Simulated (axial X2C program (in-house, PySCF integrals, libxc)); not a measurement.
# Linear HRuH⁻ at several levels

An exercise on one series of results from a longer session: the logs are not shown, and one member is left open.

The runs use an in-house X2C program for linear molecules on PySCF integrals; all-electron X2C, two-component (2c) or spin-free, H dyall-v3z, Ru dyall-v3z.

All values are calculated.

2 further runs of the same task are left out: 2 set aside as unsound or not needed.

The first run:

task.json

```json
{"zs": [1, 44, 1], "q": -1, "bas": ["dyall-v3z", "dyall-v3z", "dyall-v3z"], "r0": [1.57, 1.57], "symm": 1, "scan": ["PBE0", "HF", "B3LYP"], "levels": ["PBE0", "HF", "BHandHLYP"], "nst": 2}
```

Keys: zs atomic numbers; q charge; bas basis sets; r0 starting distance in Å; symm equal bonds; scan levels of the two-bond scan (MP2 follows by itself at each HF point); levels methods; nst determinants followed.

Started as:

```console
python solin.py task.json out
```

Masses H 1.008, Ru 101.904, H 1.008 u.

Among the steps run: Scan at PBE0, 2c; Scan at HF, 2c; Scan at B3LYP, 2c.

One of the session's tables, all rows but one given; the rest of the session is left out.

```
           level  r(H–Ru) (Å)  r(Ru–H) (Å)  lower stretch (cm⁻¹)  upper stretch (cm⁻¹)
        PBE0, 2c        1.781        1.781                1406.3                1620.8
          HF, 2c        1.820        1.820                1293.8                1517.3
       B3LYP, 2c        1.787        1.787                1387.0                1607.5
         MP2, 2c        1.765        1.765                1476.1                1694.4
 PBE0, spin-free        1.781        1.781                1408.6                1622.3
   HF, spin-free        1.819        1.819                1297.1                1519.4
B3LYP, spin-free            ?            ?                     ?                     ?
  MP2, spin-free        1.764        1.764                1479.7                1698.4
```

Q: Estimate the row for B3LYP, spin-free from the others.

As computed: r(H–Ru) (Å): 1.786; r(Ru–H) (Å): 1.786; lower stretch (cm⁻¹): 1389.7; upper stretch (cm⁻¹): 1609.2. In the column «r(H–Ru) (Å)» it lies between PBE0, spin-free (1.781) and B3LYP, 2c (1.787).

Scans not shown above were run alike.

Limits of these values: For an anion the highest level of a functional can be positive, and the basis then holds the extra electron. The molecule was held linear; bending was not examined, so a bent shape may lie lower. Note: functional without a current term on a determinant with orbital currents, of the molecule or an atom.
